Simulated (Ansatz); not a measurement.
**C8H14FNOZr: a ladder of functionals and wavefunction methods**

One table from this session's results is given with a row withheld; the runs are named, their logs left out.

The runs use Ansatz 0.2.0, Gaussian basis; functionals in def2-TZVPP, the program's frozen cores in correlated methods.

Plan: LDA (SPW92), PBE-D4, revPBE-D4, BLYP-D4, r2SCAN-D4, B97M-V, PBE0-D4, B3LYP-D4, r2SCANh-D4, r2SCAN0-D4, HSE06-D4, BHLYP-D4, CAM-B3LYP-D4, LC-ωPBE, ωB97X-V, ωB97M-V, B2PLYP, PBE-QIDH; CCSD(T)/def2-SVP; CCSD(T)/def2-TZVPP; MP2/def2-QZVPP; extrapolation to the limit; RPA on PBE.

1 further run of the same task is left out (for a known fault of the program).

## The geometry

An earlier PBE0-D4 in a triple-zeta def2 set relaxation fixed the geometry. Zr takes the def2 core potential; no spin-orbit term is included.

SMILES `C[O][Zr]1234([F])([N](C)C)[C@H]5[C@@H]1[C@@H]2[C@@H]3[C@H]54`, 26 atoms, charge 0, spin multiplicity 1.

Atoms are counted from 1 here; the program's logs count them from 0.

Bond lengths: C1–O2 1.387 Å, C1–H13 1.098 Å, C1–H14 1.096 Å, C1–H15 1.095 Å, O2–Zr3 1.924 Å, Zr3–F4 1.941 Å, Zr3–N5 2.038 Å, Zr3–C8 2.529 Å, Zr3–C9 2.525 Å, Zr3–C10 2.539 Å, Zr3–C11 2.572 Å, Zr3–C12 2.565 Å, N5–C6 1.440 Å, N5–C7 1.439 Å, C6–H16 1.102 Å, C6–H17 1.096 Å, C6–H18 1.099 Å, C7–H19 1.102 Å and more. Angles: O2–C1–H13 111.3°, O2–C1–H14 110.4°, O2–C1–H15 110.7°, H13–C1–H14 108.1°, H13–C1–H15 108.3°, H14–C1–H15 108.1°, C1–O2–Zr3 157.1°, O2–Zr3–F4 110.2°, O2–Zr3–N5 103.0°, O2–Zr3–C8 140.2°, O2–Zr3–C9 119.1°, O2–Zr3–C10 89.3°, O2–Zr3–C11 88.2°, O2–Zr3–C12 116.3°, F4–Zr3–N5 104.5°, F4–Zr3–C8 93.0°, F4–Zr3–C9 125.0°, F4–Zr3–C10 137.3° and more.

Set-up of the first run:

Input file in.yaml:

```yaml
crystal:
  periodic: [false, false, false]
  atoms:
    - {symbol: C, position_ang: [2.996210, 1.094317, -0.883771]}
    - {symbol: O, position_ang: [1.808072, 1.026804, -0.171200]}
    - {symbol: Zr, position_ang: [0.320920, 0.193568, 0.719864]}
    - {symbol: F, position_ang: [0.369083, 0.592216, 2.619353]}
    - {symbol: N, position_ang: [-1.280360, 1.241963, 0.018427]}
    - {symbol: C, position_ang: [-2.560807, 1.081191, 0.657858]}
    - {symbol: C, position_ang: [-1.367652, 1.963175, -1.223440]}
    - {symbol: C, position_ang: [-0.686131, -2.096516, 1.092576]}
    - {symbol: C, position_ang: [-0.722217, -1.867467, -0.300623]}
    - {symbol: C, position_ang: [0.607937, -1.843585, -0.768307]}
    - {symbol: C, position_ang: [1.464260, -2.077363, 0.332562]}
    - {symbol: C, position_ang: [0.665866, -2.232285, 1.479433]}
    - {symbol: H, position_ang: [3.257115, 0.119527, -1.315455]}
    - {symbol: H, position_ang: [2.909114, 1.817052, -1.702767]}
    - {symbol: H, position_ang: [3.818909, 1.413644, -0.234832]}
    - {symbol: H, position_ang: [-3.274672, 0.523687, 0.029978]}
    - {symbol: H, position_ang: [-2.463298, 0.543809, 1.607537]}
    - {symbol: H, position_ang: [-3.017170, 2.054059, 0.890372]}
    - {symbol: H, position_ang: [-2.010967, 1.450024, -1.956320]}
    - {symbol: H, position_ang: [-1.788676, 2.967987, -1.072105]}
    - {symbol: H, position_ang: [-0.377770, 2.083384, -1.669304]}
    - {symbol: H, position_ang: [-1.541631, -2.159063, 1.750143]}
    - {symbol: H, position_ang: [-1.609730, -1.722737, -0.898592]}
    - {symbol: H, position_ang: [0.918824, -1.673563, -1.789354]}
    - {symbol: H, position_ang: [2.543997, -2.107086, 0.300316]}
    - {symbol: H, position_ang: [1.020784, -2.386734, 2.487652]}
basis:
  gaussian: {orbitals: def2-TZVPP}
hamiltonian: {xc: lda}
output: {orbitals: {seedname: orbitals}}
```

Run with:

```sh
ansatz run in.yaml --threads 11 --pin off --events-out ev --progress --plain --max-ram 174080MiB --backend cuda --devices 0, --max-vram 75GiB
```

Steps of the session up to this table: LDA; PBE-D4 (GGA); revPBE-D4 (GGA); BLYP-D4 (GGA); r2SCAN-D4 (meta-GGA); B97M-V (meta-GGA); B3LYP-D4 (hybrid); r2SCANh-D4 (hybrid); r2SCAN0-D4 (hybrid); HSE06-D4 (hybrid); BHLYP-D4 (hybrid); CAM-B3LYP-D4 (range-separated); LC-ωPBE (range-separated); ωB97X-V (range-separated); ωB97M-V (range-separated); B2PLYP (double hybrid); PBE-QIDH (double hybrid).

One of the session's tables, all rows but one given; the rest of the session is left out.

It belongs to the step «Frontier levels by functional». 

| functional | HOMO (eV) | gap (eV) |
| --- | --- | --- |
| LDA (SPW92) | -5.05 | 3.57 |
| PBE-D4 | -4.90 | 3.69 |
| revPBE-D4 | -4.84 | 3.74 |
| BLYP-D4 | -4.78 | 3.70 |
| r2SCAN-D4 | -5.10 | 4.07 |
| B97M-V | -5.21 | 4.15 |
| PBE0-D4 | ? | ? |
| B3LYP-D4 | -5.88 | 5.34 |
| r2SCANh-D4 | -5.54 | 4.84 |
| r2SCAN0-D4 | -6.22 | 6.00 |
| HSE06-D4 | -5.67 | 4.98 |
| BHLYP-D4 | -7.16 | 7.83 |
| CAM-B3LYP-D4 | -7.37 | 8.12 |
| LC-ωPBE | -8.63 | 10.52 |
| ωB97X-V | -8.32 | 10.06 |
| ωB97M-V | -8.25 | 9.47 |

**Question.** Estimate the row for PBE0-D4.

The run gave: HOMO (eV): -6.07; gap (eV): 5.75. In the column «HOMO (eV)» it lies between r2SCAN0-D4 (-6.22) and B3LYP-D4 (-5.88).
